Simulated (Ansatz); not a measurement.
# One shape, several levels: doublet [BSiN2H5]+

Aim: a comparison of 6 runs (UHF/3-21G, UHF/cc-pVDZ, U-r2SCAN/cc-pVDZ, UCAM-B3LYP/cc-pVDZ, RPA@PBE0/cc-pVDZ, UCCSD/cc-pVDZ) of doublet [BSiN2H5]+. 

The results are computed with Ansatz 0.2.0.

61 further runs of the same task are left out: 61 set aside as unsound or not needed.

## 1. The molecule

The species is [BSiN2H5]+ (9 atoms), meant as a doublet with charge +1. As SMILES of the parent species, `N[SiH]1BN1`. Geometry: relaxed at PBE0-D4/def2-TZVP. This is one conformer, not always the lowest. That shape belongs to the parent species and isn't relaxed for this state.

Bond lengths: N1–Si2 1.702 Å, Si2–B3 1.914 Å, Si2–N4 1.755 Å, B3–N4 1.389 Å, N1–H5 1.006 Å, N1–H6 1.005 Å, Si2–H7 1.482 Å, B3–H8 1.190 Å, N4–H9 1.011 Å. Some angles: N1–Si2–B3 127.2°, N1–Si2–N4 121.8°, B3–Si2–N4 44.2°, Si2–B3–N4 61.8°, Si2–N4–B3 74.0°, N1–Si2–H7 105.5°, B3–Si2–H7 127.1°, N4–Si2–H7 113.4°, Si2–N1–H5 122.6°, Si2–N1–H6 123.2°.

## 2. A single-point energy at UHF/3-21G (run 1)

The input, job.yaml:

```yaml
crystal:
  periodic: [false, false, false]
  atoms:
    - symbol: N
      position_ang: [-0.637800, 1.588100, 0.218200]
    - symbol: Si
      position_ang: [0.258900, 0.175500, 0.530500]
    - symbol: B
      position_ang: [-0.233900, -1.625800, 0.110200]
    - symbol: N
      position_ang: [0.650500, -0.971600, -0.738400]
    - symbol: H
      position_ang: [-0.221300, 2.503300, 0.212900]
    - symbol: H
      position_ang: [-1.561800, 1.577300, -0.177300]
    - symbol: H
      position_ang: [1.441200, 0.620900, 1.305200]
    - symbol: H
      position_ang: [-0.741300, -2.702400, 0.114400]
    - symbol: H
      position_ang: [1.134000, -1.211600, -1.592900]
basis:
  gaussian: {orbitals: 3-21G.json}
magnetization: {spin_polarized: true, initial_magnetization: 1}
total_charge: 1
output: {orbitals: {seedname: orbitals}}
accuracy: high
hamiltonian: {xc: hf}
```

The basis set 3-21G is read from a file made from the Basis Set Exchange's data (not shown).

Started as:

```bash
$ ansatz run job.yaml --threads 1 --pin off --max-ram 3480MiB --events-out events.jsonl --progress --plain --runs-dir runs
```

Output:

```text
Warning: RAYON_NUM_THREADS=1 ignored (pool sized by the plan → 1); use --threads N
Functional definition: HF
  name "HF"
  exchange = exact_x
  correlation = 0
1220 factors; integrals over basis functions are off by at most 3.7e-9 eV
mean field evaluation 1: about -11500.5119 eV, gradient 3.7e1 eV
mean field evaluation 2: about -11500.7797 eV, gradient 3.7e1 eV
mean field evaluation 4: about -11506.3097 eV, gradient 2.3e0 eV
mean field evaluation 8: about -11506.4087 eV, gradient 3.1e-1 eV
mean field evaluation 16: about -11506.4219 eV, gradient 3.4e-2 eV
mean field evaluation 32: about -11506.4218 eV, gradient 2.6e-2 eV
mean field evaluation 64: about -11506.4253 eV, gradient 8.9e-2 eV
mean field evaluation 96: about -11504.9224 eV, gradient 1.9e0 eV
mean field evaluation 128: about -11500.6905 eV, gradient 3.0e1 eV
mean field evaluation 160: about -11506.4205 eV, gradient 5.1e-2 eV
mean field -11506.55877974 eV, -422.8582357299 hartree, gradient 5.7e-8 eV, S^2 0.790998; 2 other end points of the search recorded, 0 dependent functions left out
reference -11506.55877974 eV, -422.8582357299 hartree; 19, 18 occupied and 31, 32 virtual orbitals, 1220 factors
Total energy: -11506.55877974 eV, -422.8582357299 hartree
```

It took 2.2 s on 1 thread of Arm Neoverse V1, shared host; peak memory 0.13 GiB.

## 3. The energy at UHF/cc-pVDZ (run 2)

The input, in.yaml:

```yaml
crystal:
  periodic: [false, false, false]
  atoms:
    - {symbol: "N", position_ang: [-0.637800, 1.588100, 0.218200]}
    - {symbol: Si, position_ang: [0.258900, 0.175500, 0.530500]}
    - {symbol: B, position_ang: [-0.233900, -1.625800, 0.110200]}
    - {symbol: N, position_ang: [0.650500, -0.971600, -0.738400]}
    - {symbol: H, position_ang: [-0.221300, 2.503300, 0.212900]}
    - {symbol: H, position_ang: [-1.561800, 1.577300, -0.177300]}
    - {symbol: H, position_ang: [1.441200, 0.620900, 1.305200]}
    - {symbol: H, position_ang: [-0.741300, -2.702400, 0.114400]}
    - {symbol: H, position_ang: [1.134000, -1.211600, -1.592900]}
basis:
  gaussian: {orbitals: cc-pVDZ}
total_charge: 1
magnetization: {spin_polarized: true, initial_magnetization: 1}
hamiltonian: {xc: hf}
accuracy: high
output: {orbitals: {seedname: orbitals}}
```

Started as:

```bash
$ ansatz run in.yaml --threads 1 --pin off --max-ram 3480MiB --events-out events.jsonl --progress --plain --runs-dir runs
```

Output:

```text
Warning: RAYON_NUM_THREADS=1 ignored (pool sized by the plan → 1); use --threads N
[... 4 set-up lines as earlier in the session ...]
1993 factors; integrals over basis functions are off by at most 3.8e-9 eV
mean field evaluation 1: about -11561.5311 eV, gradient 4.1e1 eV
mean field evaluation 2: about -11561.6429 eV, gradient 4.1e1 eV
mean field evaluation 4: about -11568.9517 eV, gradient 3.2e0 eV
mean field evaluation 8: about -11569.0856 eV, gradient 3.3e-1 eV
mean field evaluation 16: about -11569.0911 eV, gradient 1.6e-8 eV
mean field evaluation 32: about -11568.7924 eV, gradient 1.8e-1 eV
mean field evaluation 64: about -11561.5320 eV, gradient 4.1e1 eV
mean field -11569.09105423 eV, -425.1562544313 hartree, gradient 3.5e-8 eV, S^2 0.761379; 3 other end points of the search recorded, 0 dependent functions left out
reference -11569.09105423 eV, -425.1562544313 hartree; 19, 18 occupied and 66, 67 virtual orbitals, 1993 factors
Total energy: -11569.09105423 eV, -425.1562544313 hartree
```

Wall time 5.7 s (1 thread of Arm Neoverse V1, shared host); peak memory 0.29 GiB.

Runs 3 to 5 aren't shown in full; the table further down has their settings and results.

## 4. A single-point energy at UCCSD/cc-pVDZ (run 6)

The input, run.yaml:

```yaml
crystal:
  periodic: [false, false, false]
  atoms:
    - {symbol: "N", position_ang: [-0.637800, 1.588100, 0.218200]}
    - {symbol: Si, position_ang: [0.258900, 0.175500, 0.530500]}
    - {symbol: B, position_ang: [-0.233900, -1.625800, 0.110200]}
    - {symbol: N, position_ang: [0.650500, -0.971600, -0.738400]}
    - {symbol: H, position_ang: [-0.221300, 2.503300, 0.212900]}
    - {symbol: H, position_ang: [-1.561800, 1.577300, -0.177300]}
    - {symbol: H, position_ang: [1.441200, 0.620900, 1.305200]}
    - {symbol: H, position_ang: [-0.741300, -2.702400, 0.114400]}
    - {symbol: H, position_ang: [1.134000, -1.211600, -1.592900]}
basis:
  gaussian: {orbitals: cc-pVDZ}
total_charge: 1
magnetization: {spin_polarized: true, initial_magnetization: 1}
correlation: {method: ccsd, frozen_orbitals: {B: 1, H: 0, "N": 1, Si: 5}}
accuracy: high
scf: {omitted_lower_state_checks: [cluster_reference, increment]}
```

Started as:

```bash
$ ansatz run run.yaml --threads 1 --pin off --max-ram 3480MiB --events-out events.jsonl --progress --plain --runs-dir runs
```

Output:

```text
Warning: RAYON_NUM_THREADS=1 ignored (pool sized by the plan → 1); use --threads N
[... 13 lines left out ...]
8 core orbitals not correlated: weight in the atoms' cores, before any rotation towards them, 1.000 or more for the frozen orbitals, at most 0.000 for the correlated occupied ones
[... 36 lines left out ...]
Total energy: -11583.61755431 eV, -425.6900934629 hartree
Checks for a lower state left out: cluster_reference, increment
```

Wall time 51 s (1 thread of Arm Neoverse V1, shared host); peak memory 0.88 GiB.

## 5. Overview of the runs

```
run               level  frozen core orbitals  energy (Eh)  HOMO energy (eV)  LUMO energy (eV)   ⟨S²⟩  wall time
  1           UHF/3-21G                     –  -422.858236            -15.14             -6.54  0.791      2.2 s
  2         UHF/cc-pVDZ                     –  -425.156254            -16.38             -6.94  0.761      5.7 s
  3    U-r2SCAN/cc-pVDZ                     –  -426.459742            -12.79            -11.46  0.758       24 s
  4  UCAM-B3LYP/cc-pVDZ                     –  -426.488326            -14.81             -9.72  0.761       18 s
  5    RPA@PBE0/cc-pVDZ                     8  -425.879585                 –                 –  0.759       23 s
  6       UCCSD/cc-pVDZ                     8  -425.690093                 –                 –  0.761       51 s
```

## 6. Results

| quantity | value |
| --- | --- |
| run 6: total energy | -425.69009 Eh |
| run 6: correlation energy (8 core orbitals frozen) | -533.8 mEh |
| run 6: ⟨S²⟩ of the reference determinant | 0.761 |
| run 6: T1 diagnostic | 0.039 |

In words: Totals of different functionals can't be ranked against each other. All runs together took 2.1 min, the longest 51 s.
